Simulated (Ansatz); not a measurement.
**K2TeBr6: a trial structure relaxed**

Aim: relax K2TeBr6 from this start, structure reported for this formula (Fm-3m, No. 225), and see where it ends.

Computed with Ansatz 0.2.0 (DFT PBEsol, scalar-relativistic, plane waves, PAW, unless a step's input says otherwise).

1 further run of the same task is left out (it didn't finish).

## (1) Starting point

The structure is cubic, space group Fm-3m (No. 225). The conventional cell has a = 10.780 Å, b = 10.780 Å, c = 10.780 Å, α = 90.00°, β = 90.00°, γ = 90.00°. K (site symmetry -43m) is surrounded by 12 Br at 3.81 Å. Around Te (site symmetry m-3m) lie 6 Br at 2.68 Å. Br (site symmetry 4mm) has 1 Te at 2.68 Å and 4 Br at 3.78 Å and 4 K at 3.81 Å in its first shell of neighbours.

Coordinates:

```cif
data_structure
_symmetry_space_group_name_H-M 'P 1'
_symmetry_Int_Tables_number 1
_cell_length_a 7.6226
_cell_length_b 7.6226
_cell_length_c 7.6226
_cell_angle_alpha 60.000
_cell_angle_beta 60.000
_cell_angle_gamma 60.000
_cell_volume 313.18
loop_
_atom_site_label
_atom_site_type_symbol
_atom_site_fract_x
_atom_site_fract_y
_atom_site_fract_z
_atom_site_occupancy
K1 K 0.25000 0.25000 0.25000 1
K2 K 0.75000 0.75000 0.75000 1
Te1 Te 0.00000 0.00000 0.00000 1
Br1 Br 0.75180 0.24820 0.24820 1
Br2 Br 0.24820 0.75180 0.24820 1
Br3 Br 0.24820 0.75180 0.75180 1
Br4 Br 0.75180 0.24820 0.75180 1
Br5 Br 0.24820 0.24820 0.75180 1
Br6 Br 0.75180 0.75180 0.24820 1
```

(A quick probe on a coarse mesh, which set the mesh and smearing, is not shown.)

## (3) The relaxation

input.yaml

```yaml
crystal:
  lattice:
    - [0.0, 5.39, 5.39]
    - [5.39, 0.0, 5.39]
    - [5.39, 5.39, 0.0]
  atoms:
    - { symbol: K, position: [0.25, 0.25, 0.25] }
    - { symbol: K, position: [0.75, 0.75, 0.75] }
    - { symbol: Te, position: [0.0, 0.0, 0.0] }
    - { symbol: Br, position: [0.7518, 0.2482, 0.2482] }
    - { symbol: Br, position: [0.2482, 0.7518, 0.2482] }
    - { symbol: Br, position: [0.2482, 0.7518, 0.7518] }
    - { symbol: Br, position: [0.7518, 0.2482, 0.7518] }
    - { symbol: Br, position: [0.2482, 0.2482, 0.7518] }
    - { symbol: Br, position: [0.7518, 0.7518, 0.2482] }
basis:
  ecutwfc: 420
kpoints:
  mp_grid: { grid: [6, 6, 6] }
hamiltonian:
  xc: pbesol
scf:
  occupations: { method: gaussian, width: 0.02 }
output:
  forces: true
  stress: true
  eigenvalues: true
relax:
  adjacent_minimum: "off"
  f_tol: 0.01
  max_steps: 80
  cell: { stress_tol: 0.05 }
```

The run is started by

```bash
$ ansatz run input.yaml --threads 1 --pin off --max-ram 2560MiB --backend cpu --events-out ev --progress --plain --runs-dir out
```

**Question.** What will these runs give?

**Answer**, as computed:

Formation energies count from the elements, computed with the same settings in runs not shown here.

| quantity | value |
| --- | --- |
| cell (conventional) | a = 10.624 Å, b = 10.624 Å, c = 10.624 Å, α = 90.00°, β = 90.00°, γ = 90.00° |
| space group | Fm-3m (No. 225) |
| volume | 33.30 Å³/atom |
| gap on the mesh | 1.76 eV |
| formation energy from the elements | -1.008 eV/atom |

**Reading.** The space group stayed Fm-3m, and from the first guess the volume went from 34.80 to 33.30 Å³/atom. With -1.01 eV/atom it lies under the elements, which doesn't yet make it stable against other compounds of them. Spin-orbit coupling is left out, which matters for the bands of Te.

These are semilocal Kohn-Sham gaps, which aren't the measured quantity. Such gaps usually fall short of the measured ones; spin-orbit coupling, left out here, narrows gaps with Te, so the two errors partly cancel.
